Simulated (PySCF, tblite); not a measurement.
# C5H6B−: dynamics, then NMR shifts on frames

Aim: move C5H6B− (`[bH-]1ccccc1`) away from its starting geometry and see how NMR shifts follow the geometry.

Computed with tblite 0.8.0 and PySCF 2.14.0, with density-fitted response routines of our own, on a single molecule in the gas phase. Atoms are numbered from 0 throughout.

### Step 1. The molecule as given

12 atoms, charge -1, multiplicity 1; geometry from: GFN2-xTB.

Bonds of the start (Å): B0–C1 1.50, C1–C2 1.38, C2–C3 1.39, C3–C4 1.39, C4–C5 1.38, C5–B0 1.50, B0–H6 1.21, C1–H7 1.10, C2–H8 1.10, C3–H9 1.09, C4–H10 1.10, C5–H11 1.10.

### Step 2. A short Langevin run with GFN2-xTB

Job settings and geometry (Å):

```
{"job": {"kind": "md", "xc": "GFN2-xTB", "basis": "xTB", "temperature": 300, "steps": 2000, "every": 50, "frames": 5}, "charge": -1, "multiplicity": 1}
B      1.015252     1.099445     0.032784
C      1.395439    -0.353489    -0.030704
C      0.418632    -1.328168    -0.060644
C     -0.935914    -1.013928    -0.034656
C     -1.358816     0.309563     0.024502
C     -0.464899     1.360559     0.058348
H      1.832037     1.984981     0.060908
H      2.432269    -0.713934    -0.055848
H      0.690236    -2.389869    -0.106927
H     -1.675882    -1.814994    -0.060420
H     -2.439808     0.494889     0.042848
H     -0.907347     2.364259     0.103783
```

Method: GFN2-xTB Langevin dynamics, gas phase.

The run is started by

```
> OMP_NUM_THREADS=1 python probes_run.py task.json out
```

One launch serves the whole session: the jobs run in the order shown.

Standard output:

```text
t/fs     T/K      E/eV
    0.0   261.5   -412.23003
   25.0   226.0   -411.97991
   50.0   310.6   -411.94221
   75.0   370.6   -411.86983
  100.0   220.1   -411.78295
  125.0   313.9   -411.98402
  150.0   289.3   -412.01105
  175.0   218.6   -411.82380
  200.0   266.3   -411.95187
  225.0   266.5   -411.83433
  250.0   224.4   -411.81267
  275.0   228.8   -411.96225
  300.0   275.1   -411.83875
  325.0   240.2   -411.65101
  350.0   417.6   -411.94905
  375.0   241.7   -411.80109
  400.0   301.4   -411.92863
  425.0   304.9   -411.96815
  450.0   357.6   -411.87692
  475.0   383.5   -411.86418
  500.0   344.0   -411.84393
  525.0   207.7   -411.74319
  550.0   243.3   -411.90344
  575.0   286.9   -411.75130
  600.0   305.2   -411.75915
  625.0   469.0   -411.94546
  650.0   299.8   -411.73153
  675.0   304.0   -411.89682
  700.0   187.0   -411.84998
  725.0   288.0   -411.96529
  750.0   228.7   -411.98772
  775.0   204.5   -411.89107
  800.0   286.9   -411.92120
  825.0   263.1   -412.00217
  850.0   306.4   -411.94901
  875.0   268.3   -411.93180
  900.0   216.9   -411.83412
  925.0   266.8   -411.85328
  950.0   237.8   -411.94988
  975.0   224.2   -411.90087
 1000.0   293.3   -411.90436
```

It took 7.4 s on 1 thread of Arm Neoverse V1, shared host; peak memory 0.19 GiB.

Distance from the start (root mean square after alignment): 0 fs 0.00 Å, 200 fs 0.07 Å, 400 fs 0.09 Å, 600 fs 0.13 Å, 800 fs 0.10 Å, 1000 fs 0.11 Å.

Positions (Å) and forces (eV/Å) at 1000 fs:

```xyz
12

B    -0.185    1.051    0.818    0.233    0.202   -0.496
C     0.844    0.001    0.377   -0.517    0.526    0.258
C     0.373   -1.294    0.313    0.361   -1.231   -0.732
C    -0.972   -1.655    0.458    0.091   -0.965    0.120
C    -1.965   -0.725    0.715   -0.970   -0.295    0.765
C    -1.619    0.597    0.875   -0.571    0.915    0.378
H     0.033    2.239    1.057    0.240   -0.475   -0.200
H     1.899    0.235    0.090   -0.558   -0.404    0.421
H     1.024   -2.209    0.059   -0.289    1.248    0.211
H    -1.227   -2.750    0.393    0.144    0.934    0.056
H    -3.029   -1.100    0.957    1.196    0.447   -0.655
H    -2.449    1.353    1.084    0.640   -0.901   -0.127
```

### Step 3. Nuclear shieldings: 250 fs, PBE0/pcSseg-1

Job settings and geometry (Å):

```
{"job": {"kind": "nmr", "xc": "PBE0", "basis": "pcSseg-1", "pop": false}, "charge": -1, "multiplicity": 1}
B      0.687900     1.326100    -0.097800
C      0.968500    -0.055200     0.388700
C     -0.092100    -0.928000     0.683400
C     -1.449300    -0.605200     0.658200
C     -1.742100     0.634100     0.062800
C     -0.784700     1.585500    -0.262200
H      1.537300     2.181200    -0.481600
H      1.966500    -0.507000     0.440800
H      0.157200    -1.816500     1.263000
H     -2.179000    -1.352000     0.790900
H     -2.752000     0.917100    -0.219200
H     -1.066000     2.567200    -0.767800
```

Level: GIAO PBE0/pcSseg-1 NMR shielding, non-relativistic, gas phase.

Standard output:

```text
coarse grid: 10240 points
cycle   1  E = -218.5505307777  dE =  8.137e-01  |g| = 6.051e-01  |ddm| = 3.190e+00
cycle   2  E = -218.4856418818  dE =  6.489e-02  |g| = 7.945e-01  |ddm| = 1.981e+00
cycle   3  E = -218.6682344030  dE = -1.826e-01  |g| = 1.021e-01  |ddm| = 1.236e+00
cycle   4  E = -218.6703301055  dE = -2.096e-03  |g| = 5.168e-02  |ddm| = 1.409e-01
cycle   5  E = -218.6710429591  dE = -7.129e-04  |g| = 1.055e-02  |ddm| = 6.553e-02
cycle   6  E = -218.6710748575  dE = -3.190e-05  |g| = 3.333e-03  |ddm| = 1.565e-02
cycle   7  E = -218.6710780374  dE = -3.180e-06  |g| = 3.596e-04  |ddm| = 3.404e-03
final grid: 99480 points
cycle   8  E = -218.7055533599  dE = -1.786e-05  |g| = 7.126e-03  |ddm| = 2.857e-02
cycle   9  E = -218.7055467572  dE =  6.603e-06  |g| = 8.754e-03  |ddm| = 1.767e-02
cycle  10  E = -218.7055675673  dE = -2.081e-05  |g| = 4.571e-04  |ddm| = 9.769e-03
cycle  11  E = -218.7055676165  dE = -4.923e-08  |g| = 2.482e-04  |ddm| = 8.786e-04
cycle  12  E = -218.7055676345  dE = -1.801e-08  |g| = 5.850e-05  |ddm| = 2.978e-04
cycle  13  E = -218.7055676353  dE = -7.869e-10  |g| = 2.018e-05  |ddm| = 6.847e-05
converged SCF energy = -218.7055676353

GIAO shielding tensors (ppm)
atom      isotropic    diamagn.    paramagn.     s11        s22        s33       span
  0 B       73.548     193.574    -120.027     13.878     74.021    132.743    118.865
  1 C       53.383     252.919    -199.536    -80.820     64.587    176.381    257.201
  2 C       50.289     252.247    -201.957    -68.115     49.910    169.074    237.189
  3 C       77.004     256.617    -179.613    -29.824     91.611    169.225    199.049
  4 C       52.432     250.683    -198.251    -59.370     47.721    168.944    228.314
  5 C       43.404     254.920    -211.515    -99.303     64.034    165.482    264.785
  6 H       26.065      30.278      -4.213     24.665     25.508     28.023      3.358
  7 H       24.859      31.740      -6.881     22.805     23.654     28.118      5.313
  8 H       24.596      31.573      -6.977     21.147     24.824     27.818      6.672
  9 H       25.805      33.388      -7.583     23.656     25.480     28.278      4.622
 10 H       24.445      30.512      -6.067     20.871     24.531     27.933      7.061
 11 H       23.897      30.197      -6.300     21.800     22.488     27.403      5.604
```

It took 9.3 s on 1 thread of Arm Neoverse V1, shared host; peak memory 0.62 GiB.

The references, computed at this level on geometries of the same kind, shield at (ppm): ¹H TMS 31.72, ¹³C TMS 186.9, ¹¹B BF3·OEt2 100.1. Their shielding less the atom's gives the shift. The references are single molecules in the gas phase. Each atom is listed at this fixed geometry, with no averaging over motion; a spectrum would average atoms that exchange fast.

```
atoms                                              environment  σ (ppm)  δ (ppm)
   C5                                              aromatic CH     43.4    143.5
   C2                                              aromatic CH     50.3    136.6
   C4                                              aromatic CH     52.4    134.5
   C1                                              aromatic CH     53.4    133.5
   C3                                              aromatic CH     77.0    109.9
  H11                               hydrogen on an aromatic CH    23.90     7.82
  H10                               hydrogen on an aromatic CH    24.44     7.27
   H8                               hydrogen on an aromatic CH    24.60     7.12
   H7                               hydrogen on an aromatic CH    24.86     6.86
   H9                               hydrogen on an aromatic CH    25.80     5.91
   H6  hydrogen on a boron bonded to 2 C, in a 6-membered ring    26.07     5.65
   B0             boron bonded to 2 C, H, in a 6-membered ring     73.5     26.5
```

Ring of atoms B0, C1, C2, C3, C4, C5: NICS(0) -6.8, NICS(1) -9.2, NICS(1)zz -26.1 ppm (means of both faces).

### Step 4. NMR shieldings: 425 fs, PBE0/pcSseg-1

Job settings and geometry (Å):

```
{"job": {"kind": "nmr", "xc": "PBE0", "basis": "pcSseg-1", "pop": false}, "charge": -1, "multiplicity": 1}
B      0.431100     1.092500     0.086700
C      0.757900    -0.022200     1.084000
C     -0.204900    -0.949000     1.355100
C     -1.475500    -0.854200     0.757400
C     -1.888200     0.212400    -0.009000
C     -1.016600     1.183800    -0.306500
H      1.270700     1.797900    -0.298500
H      1.746500    -0.157200     1.539600
H     -0.036000    -1.740700     2.096100
H     -2.194100    -1.677500     1.029500
H     -2.925100     0.316700    -0.392900
H     -1.476800     1.985600    -0.882700
```

Method: GIAO PBE0/pcSseg-1 NMR shielding, non-relativistic, gas phase.

Standard output:

```text
coarse grid: 10240 points
cycle   1  E = -218.5457009312  dE =  9.317e-01  |g| = 6.291e-01  |ddm| = 3.228e+00
cycle   2  E = -218.4830032899  dE =  6.270e-02  |g| = 8.158e-01  |ddm| = 1.946e+00
cycle   3  E = -218.6728530937  dE = -1.898e-01  |g| = 7.133e-02  |ddm| = 1.216e+00
cycle   4  E = -218.6735177016  dE = -6.646e-04  |g| = 5.007e-02  |ddm| = 1.085e-01
cycle   5  E = -218.6741672664  dE = -6.496e-04  |g| = 1.043e-02  |ddm| = 6.120e-02
cycle   6  E = -218.6741983113  dE = -3.104e-05  |g| = 3.258e-03  |ddm| = 1.549e-02
cycle   7  E = -218.6742014104  dE = -3.099e-06  |g| = 1.783e-04  |ddm| = 3.358e-03
final grid: 99480 points
cycle   8  E = -218.7077913003  dE = -2.057e-05  |g| = 6.676e-03  |ddm| = 3.234e-02
cycle   9  E = -218.7077855029  dE =  5.797e-06  |g| = 8.255e-03  |ddm| = 1.660e-02
cycle  10  E = -218.7078039469  dE = -1.844e-05  |g| = 4.927e-04  |ddm| = 8.697e-03
cycle  11  E = -218.7078040010  dE = -5.404e-08  |g| = 2.641e-04  |ddm| = 8.531e-04
cycle  12  E = -218.7078040219  dE = -2.087e-08  |g| = 5.724e-05  |ddm| = 3.470e-04
cycle  13  E = -218.7078040226  dE = -7.593e-10  |g| = 1.846e-05  |ddm| = 6.165e-05
converged SCF energy = -218.7078040226

GIAO shielding tensors (ppm)
atom      isotropic    diamagn.    paramagn.     s11        s22        s33       span
  0 B       76.173     190.975    -114.802     20.569     66.743    141.206    120.637
  1 C       51.223     254.463    -203.240    -86.526     62.675    177.520    264.045
  2 C       51.317     252.786    -201.469    -66.328     61.755    158.522    224.850
  3 C       77.025     252.364    -175.339    -16.087     89.472    157.690    173.777
  4 C       55.115     253.956    -198.841    -60.424     67.897    157.873    218.297
  5 C       59.225     253.664    -194.440    -70.712     68.674    179.713    250.425
  6 H       26.924      31.765      -4.841     25.139     26.444     29.189      4.050
  7 H       24.655      31.913      -7.259     22.258     23.876     27.830      5.572
  8 H       24.376      31.128      -6.752     21.219     24.551     27.358      6.139
  9 H       25.712      30.219      -4.507     21.914     27.263     27.960      6.045
 10 H       24.221      30.661      -6.440     20.624     24.606     27.433      6.809
 11 H       25.248      31.734      -6.486     22.949     24.118     28.678      5.729
```

Wall time 8.6 s (1 thread of Arm Neoverse V1, shared host); peak memory 0.64 GiB.

Key values: δ C1 135.7, C2 135.6, C4 131.8, C5 127.7, H10 7.50, H8 7.34 ppm.

### Step 5. NMR shieldings: 625 fs, PBE0/pcSseg-1

Job settings and geometry (Å):

```
{"job": {"kind": "nmr", "xc": "PBE0", "basis": "pcSseg-1", "pop": false}, "charge": -1, "multiplicity": 1}
B      0.390100     0.998200     0.659900
C      0.666100    -0.377200     1.196700
C     -0.278200    -1.397300     0.964700
C     -1.543200    -1.135700     0.447500
C     -1.938300     0.120400     0.016800
C     -1.005900     1.150000     0.131900
H      1.092000     1.931400     0.741900
H      1.671900    -0.642700     1.497600
H     -0.034500    -2.438500     1.167100
H     -2.212500    -1.997100     0.161500
H     -2.874900     0.357900    -0.418600
H     -1.417700     2.117600    -0.171800
```

Level: GIAO PBE0/pcSseg-1 NMR shielding, non-relativistic, gas phase.

Standard output:

```text
coarse grid: 10240 points
cycle   1  E = -218.5501100393  dE =  8.569e-01  |g| = 6.161e-01  |ddm| = 3.206e+00
cycle   2  E = -218.4855896805  dE =  6.452e-02  |g| = 8.047e-01  |ddm| = 1.977e+00
cycle   3  E = -218.6726291659  dE = -1.870e-01  |g| = 9.801e-02  |ddm| = 1.249e+00
cycle   4  E = -218.6745095808  dE = -1.880e-03  |g| = 5.086e-02  |ddm| = 1.308e-01
cycle   5  E = -218.6751854823  dE = -6.759e-04  |g| = 1.123e-02  |ddm| = 6.332e-02
cycle   6  E = -218.6752212752  dE = -3.579e-05  |g| = 3.416e-03  |ddm| = 1.607e-02
cycle   7  E = -218.6752245765  dE = -3.301e-06  |g| = 4.532e-04  |ddm| = 3.537e-03
final grid: 99480 points
cycle   8  E = -218.7092206451  dE = -2.114e-05  |g| = 7.196e-03  |ddm| = 2.792e-02
cycle   9  E = -218.7092139755  dE =  6.670e-06  |g| = 8.848e-03  |ddm| = 1.730e-02
cycle  10  E = -218.7092351741  dE = -2.120e-05  |g| = 6.603e-04  |ddm| = 9.495e-03
cycle  11  E = -218.7092352765  dE = -1.024e-07  |g| = 3.179e-04  |ddm| = 1.004e-03
cycle  12  E = -218.7092353059  dE = -2.939e-08  |g| = 6.342e-05  |ddm| = 3.692e-04
cycle  13  E = -218.7092353069  dE = -1.024e-09  |g| = 1.694e-05  |ddm| = 7.273e-05
cycle  14  E = -218.7092353070  dE = -8.009e-11  |g| = 4.164e-06  |ddm| = 2.187e-05
converged SCF energy = -218.7092353070

GIAO shielding tensors (ppm)
atom      isotropic    diamagn.    paramagn.     s11        s22        s33       span
  0 B       76.366     191.607    -115.241     15.679     72.955    140.464    124.785
  1 C       52.276     255.012    -202.736    -86.304     58.704    184.427    270.730
  2 C       51.343     252.064    -200.721    -64.678     54.954    163.754    228.432
  3 C       73.503     255.274    -181.771    -23.773     84.622    159.660    183.433
  4 C       50.788     254.793    -204.005    -73.738     61.270    164.833    238.571
  5 C       47.427     252.684    -205.257    -92.569     57.242    177.608    270.177
  6 H       26.782      31.928      -5.146     24.814     26.326     29.206      4.392
  7 H       24.643      32.247      -7.604     21.900     24.086     27.942      6.042
  8 H       24.413      31.178      -6.765     21.136     24.588     27.514      6.378
  9 H       25.278      30.580      -5.302     21.625     26.629     27.580      5.955
 10 H       24.490      32.687      -8.196     21.884     23.269     28.317      6.432
 11 H       24.873      31.810      -6.937     22.564     23.339     28.715      6.151
```

Run time: 8.7 s. Hardware: 1 thread of Arm Neoverse V1, shared host; peak memory 0.64 GiB.

This run: δ C5 139.5, C4 136.1, C2 135.6, C1 134.6, H8 7.30, H10 7.23 ppm.

### Step 6. Nuclear shieldings: 800 fs, PBE0/pcSseg-1

Job settings and geometry (Å):

```
{"job": {"kind": "nmr", "xc": "PBE0", "basis": "pcSseg-1", "pop": false}, "charge": -1, "multiplicity": 1}
B      0.110500     1.264400     0.355400
C      0.744300    -0.031800     0.672800
C      0.010600    -1.224600     0.532200
C     -1.375900    -1.289800     0.313700
C     -2.037800    -0.070000     0.092300
C     -1.352000     1.145800     0.087400
H      0.751300     2.272400     0.407100
H      1.788500    -0.110200     0.879200
H      0.552700    -2.199600     0.556300
H     -1.904100    -2.174200     0.196800
H     -3.082100    -0.152000    -0.019300
H     -1.891900     2.054400    -0.235600
```

Method: GIAO PBE0/pcSseg-1 NMR shielding, non-relativistic, gas phase.

Standard output:

```text
coarse grid: 10240 points
cycle   1  E = -218.5482964974  dE =  8.708e-01  |g| = 6.193e-01  |ddm| = 3.210e+00
cycle   2  E = -218.4819894401  dE =  6.631e-02  |g| = 8.085e-01  |ddm| = 1.946e+00
cycle   3  E = -218.6705444390  dE = -1.886e-01  |g| = 1.139e-01  |ddm| = 1.240e+00
cycle   4  E = -218.6734020734  dE = -2.858e-03  |g| = 5.068e-02  |ddm| = 1.513e-01
cycle   5  E = -218.6740902913  dE = -6.882e-04  |g| = 1.015e-02  |ddm| = 6.330e-02
cycle   6  E = -218.6741191114  dE = -2.882e-05  |g| = 3.157e-03  |ddm| = 1.475e-02
cycle   7  E = -218.6741219890  dE = -2.878e-06  |g| = 2.914e-04  |ddm| = 3.276e-03
final grid: 99480 points
cycle   8  E = -218.7090485427  dE = -2.553e-05  |g| = 6.805e-03  |ddm| = 3.113e-02
cycle   9  E = -218.7090438812  dE =  4.661e-06  |g| = 8.099e-03  |ddm| = 1.626e-02
cycle  10  E = -218.7090615844  dE = -1.770e-05  |g| = 4.215e-04  |ddm| = 8.619e-03
cycle  11  E = -218.7090616274  dE = -4.304e-08  |g| = 1.864e-04  |ddm| = 7.222e-04
cycle  12  E = -218.7090616372  dE = -9.797e-09  |g| = 6.511e-05  |ddm| = 2.600e-04
cycle  13  E = -218.7090616382  dE = -9.966e-10  |g| = 2.377e-05  |ddm| = 7.922e-05
converged SCF energy = -218.7090616382

GIAO shielding tensors (ppm)
atom      isotropic    diamagn.    paramagn.     s11        s22        s33       span
  0 B       76.493     192.551    -116.058     15.189     75.195    139.094    123.905
  1 C       52.081     253.025    -200.944    -88.192     63.155    181.280    269.472
  2 C       49.452     252.108    -202.656    -64.994     49.968    163.383    228.377
  3 C       72.050     256.261    -184.211    -40.393     88.687    167.855    208.248
  4 C       52.909     251.034    -198.125    -64.938     51.680    171.985    236.923
  5 C       56.874     253.098    -196.224    -73.546     61.002    183.167    256.712
  6 H       26.603      31.495      -4.892     24.839     26.004     28.965      4.126
  7 H       24.903      32.963      -8.059     22.053     24.038     28.620      6.567
  8 H       24.235      31.003      -6.768     20.785     24.874     27.046      6.261
  9 H       25.884      34.183      -8.299     23.987     24.867     28.797      4.810
 10 H       24.888      31.742      -6.854     22.160     24.450     28.054      5.893
 11 H       24.691      30.573      -5.883     22.828     23.515     27.729      4.901
```

Run time: 8.3 s. Hardware: 1 thread of Arm Neoverse V1, shared host; peak memory 0.64 GiB.

In short: δ C2 137.5, C1 134.8, C4 134.0, C5 130.1, H8 7.48, H11 7.03 ppm.

### Step 7. NMR shieldings: 1000 fs, PBE0/pcSseg-1

Job settings and geometry (Å):

```
{"job": {"kind": "nmr", "xc": "PBE0", "basis": "pcSseg-1", "pop": false}, "charge": -1, "multiplicity": 1}
B     -0.185500     1.050900     0.817800
C      0.843600     0.001000     0.377200
C      0.373400    -1.294000     0.312900
C     -0.972000    -1.655500     0.458400
C     -1.965000    -0.725300     0.714500
C     -1.619500     0.596900     0.874800
H      0.032600     2.239400     1.057400
H      1.898600     0.235400     0.089600
H      1.023600    -2.208900     0.059100
H     -1.226600    -2.750200     0.393000
H     -3.028800    -1.099800     0.957200
H     -2.448800     1.352500     1.083800
```

Level: GIAO PBE0/pcSseg-1 NMR shielding, non-relativistic, gas phase.

Standard output:

```text
coarse grid: 10240 points
cycle   1  E = -218.5531414255  dE =  7.467e-01  |g| = 6.051e-01  |ddm| = 3.184e+00
cycle   2  E = -218.4868266580  dE =  6.631e-02  |g| = 7.989e-01  |ddm| = 1.869e+00
cycle   3  E = -218.6725298481  dE = -1.857e-01  |g| = 7.368e-02  |ddm| = 1.152e+00
cycle   4  E = -218.6732495053  dE = -7.197e-04  |g| = 5.166e-02  |ddm| = 1.102e-01
cycle   5  E = -218.6739481067  dE = -6.986e-04  |g| = 1.010e-02  |ddm| = 6.047e-02
cycle   6  E = -218.6739776636  dE = -2.956e-05  |g| = 3.242e-03  |ddm| = 1.520e-02
cycle   7  E = -218.6739807636  dE = -3.100e-06  |g| = 2.548e-04  |ddm| = 3.355e-03
final grid: 99480 points
cycle   8  E = -218.7080743750  dE = -1.442e-05  |g| = 6.365e-03  |ddm| = 3.095e-02
cycle   9  E = -218.7080680701  dE =  6.305e-06  |g| = 8.063e-03  |ddm| = 1.523e-02
cycle  10  E = -218.7080859752  dE = -1.791e-05  |g| = 4.367e-04  |ddm| = 8.379e-03
cycle  11  E = -218.7080860177  dE = -4.250e-08  |g| = 2.479e-04  |ddm| = 7.849e-04
cycle  12  E = -218.7080860361  dE = -1.845e-08  |g| = 4.437e-05  |ddm| = 2.902e-04
cycle  13  E = -218.7080860366  dE = -4.354e-10  |g| = 1.815e-05  |ddm| = 5.399e-05
converged SCF energy = -218.7080860366

GIAO shielding tensors (ppm)
atom      isotropic    diamagn.    paramagn.     s11        s22        s33       span
  0 B       73.702     191.557    -117.855     17.250     69.861    133.994    116.744
  1 C       54.941     252.951    -198.010    -72.868     61.359    176.332    249.200
  2 C       49.786     252.949    -203.163    -59.967     57.851    151.475    211.442
  3 C       70.719     255.278    -184.559    -28.657     92.325    148.489    177.146
  4 C       50.794     252.462    -201.668    -59.501     60.779    151.104    210.605
  5 C       50.246     254.385    -204.139    -82.426     67.279    165.884    248.310
  6 H       26.303      30.608      -4.304     25.078     25.425     28.407      3.329
  7 H       24.447      30.955      -6.509     22.986     23.428     26.925      3.939
  8 H       23.996      30.151      -6.155     19.986     25.404     26.598      6.613
  9 H       25.412      30.742      -5.330     21.741     26.590     27.904      6.164
 10 H       23.872      28.588      -4.717     20.392     24.965     26.258      5.865
 11 H       24.413      29.902      -5.489     22.357     23.430     27.452      5.095
```

Wall time 8.8 s (1 thread of Arm Neoverse V1, shared host); peak memory 0.64 GiB.

In short: δ C2 137.1, C5 136.7, C4 136.1, C1 132.0, H10 7.85, H8 7.72 ppm.

### Step 8. Side by side: NMR shifts

Shifts (ppm) of some atoms, chosen among heavy atoms and hydrogens apart, with basis size and wall time:

```
  frame     C5     C4     C1     C3   H11   H10    B0  functions   time
 250 fs  143.5  134.5  133.5  109.9  7.82  7.27  26.5        132  9.3 s
 425 fs  127.7  131.8  135.7  109.9  6.47  7.50  23.9        132  8.6 s
 625 fs  139.5  136.1  134.6  113.4  6.84  7.23  23.7        132  8.7 s
 800 fs  130.1  134.0  134.8  114.9  7.03  6.83  23.6        132  8.3 s
1000 fs  136.7  136.1  132.0  116.2  7.30  7.85  26.4        132  8.8 s
```

### Step 9. Outcome

| quantity | value |
| --- | --- |
| thermostat | 300 K |
| mean temperature, second half | 273 K |
| mean potential energy above the minimum | 0.35 eV |
| ¹³C shifts against TMS (PBE0/pcSseg-1, 250 fs) | 143.5, 136.6, 134.5, 133.5, 109.9 ppm |
| ¹H shifts against TMS (PBE0/pcSseg-1, 250 fs) | 7.82, 7.27, 7.12, 6.86, 5.91, 5.65 ppm |
| ¹¹B shifts against BF3·OEt2 (PBE0/pcSseg-1, 250 fs) | 26.5 ppm |
| range of the shift of C5 | 127.7 to 143.5 ppm |

What this shows: In the second half the potential energy averages 0.35 eV above the minimum; equipartition over 30 harmonic modes at 300 K would give 0.39 eV. With 12 atoms the temperature swings widely (187 to 469 K). Shifts at one fixed geometry are not the observed spectrum, which averages over the motion. NICS(1)zz of -26 ppm above the planar ring from B0 marks a diatropic (aromatic) ring current. In ppm, C5 moves most: its shift spreads over 15.8 ppm, from 127.7 (425 fs) to 143.5 (250 fs).
